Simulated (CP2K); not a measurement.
SiSe:

```
CELL_PARAMETERS angstrom
3.59520 0.00000 0.00000
-1.79760 3.11353 0.00000
0.00000 0.00000 3.59873
ATOMIC_POSITIONS crystal
Si 0.66667 0.33333 0.50000
Se 0.00000 0.00000 0.00000
```

The cell was built by a generator and needn't be a form met in nature.

Program: CP2K 2026.2. Alike in all runs: task band structure; no spin polarisation; cell as given; k mesh 9 × 9 × 7.

**Question.** Order these runs on this cell by their pressure, lowest first.
A. level LDA; potentials or basis POTENTIAL_UZH Si GTH-PBE-q4, Se GTH-PBE-q6; TZVP-MOLOPT-PBE-GTH basis; smearing fermi-dirac 0.05 eV; EPS_DEFAULT 1.0E-10; NGRIDS 5; points a segment of the path (NPOINTS) 6; bands added on the path 4; CUTOFF of the grids 675 Ry
B. level LDA; potentials or basis GTH_POTENTIALS Si GTH-PADE-q4, Se GTH-PADE-q6; TZVP-MOLOPT-PBE-GTH basis; smearing fermi-dirac 0.0259 eV; EPS_DEFAULT 1.0E-9; NGRIDS 4; points a segment of the path (NPOINTS) 10; bands added on the path 6; CUTOFF of the grids 450 Ry
C. level BLYP; potentials or basis POTENTIAL_UZH Si GTH-PBE-q4, Se GTH-PBE-q6; TZVP-MOLOPT-PBE-GTH basis; smearing fermi-dirac 0.05 eV; EPS_DEFAULT 1.0E-10; NGRIDS 5; points a segment of the path (NPOINTS) 6; bands added on the path 4; CUTOFF of the grids 675 Ry
D. level PBE; potentials or basis POTENTIAL_UZH Si GTH-PBE-q4, Se GTH-PBE-q6; TZVP-MOLOPT-PBE-GTH basis; smearing fermi-dirac 0.05 eV; EPS_DEFAULT 1.0E-10; NGRIDS 5; points a segment of the path (NPOINTS) 6; bands added on the path 4; CUTOFF of the grids 675 Ry

**Answer.** B (-3.1 GPa), A (-1.4 GPa), D (0.8 GPa), C (7.0 GPa).

Caveats: the basis of atomic orbitals isn't converged, which shifts pressures, moduli and gaps; the potentials were made for another functional, which shifts forces and pressure (some runs).

Not every run made on this cell is shown here.
